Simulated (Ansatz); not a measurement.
# Si2As: the cost of one run

Program: Ansatz 0.2.0. Level of theory: DFT PBE, scalar-relativistic, plane waves, PAW. These are calculated values, not measurements.

## 1. The starting structure

The structure is tetragonal, space group P4_2/mnm (No. 136). The conventional cell has a = 5.837 Å, b = 5.837 Å, c = 3.555 Å, α = 90.00°, β = 90.00°, γ = 90.00°. Si (site symmetry m2m) is surrounded by 3 As at 2.44 to 2.45 Å. Around As (site symmetry mmm) lie 6 Si at 2.44 to 2.45 Å.

As a file:

```
CELL_PARAMETERS angstrom
5.83670 0.00000 0.00000
0.00000 5.83670 0.00000
0.00000 0.00000 3.55522
ATOMIC_POSITIONS crystal
Si 0.29597 0.29597 0.00000
Si 0.70403 0.70403 0.00000
Si 0.79597 0.20403 0.50000
Si 0.20403 0.79597 0.50000
As 0.00000 0.00000 0.00000
As 0.50000 0.50000 0.50000
```

A structure generator made this guess: species swapped into a database cell of SnI2 (P4_2/mnm, No. 136), with As on the Sn sites and Si on the I sites. The dimensions are guesses.

## 2. Probe: one point on a coarse mesh

input.yaml reads:

```yaml
crystal:
  lattice:
    - [5.83669916, 0.0, 0.0]
    - [0.0, 5.83669916, 0.0]
    - [0.0, 0.0, 3.55522352]
  atoms:
    - { symbol: Si, position: [0.2959747, 0.2959747, 0.0] }
    - { symbol: Si, position: [0.7040253, 0.7040253, 0.0] }
    - { symbol: Si, position: [0.7959747, 0.2040253, 0.5] }
    - { symbol: Si, position: [0.2040253, 0.7959747, 0.5] }
    - { symbol: As, position: [0.0, 0.0, 0.0] }
    - { symbol: As, position: [0.5, 0.5, 0.5] }
basis:
  ecutwfc: 420
kpoints:
  mp_grid: { grid: [4, 4, 6] }
hamiltonian:
  xc: pbe
scf:
  occupations: { method: gaussian, width: 0.1 }
  lower_state_search: "off"
output:
  forces: true
  stress: true
  eigenvalues: true
```

Command:

```console
$ ansatz run input.yaml --threads 1 --pin off --max-ram 2560MiB --backend cpu --events-out ev --progress --plain --runs-dir out
```

What time and memory should one allow on 1 thread of Intel Xeon 6975P-C (Granite Rapids), shared host?

About 2.5 s, with a peak of 0.43 GiB.
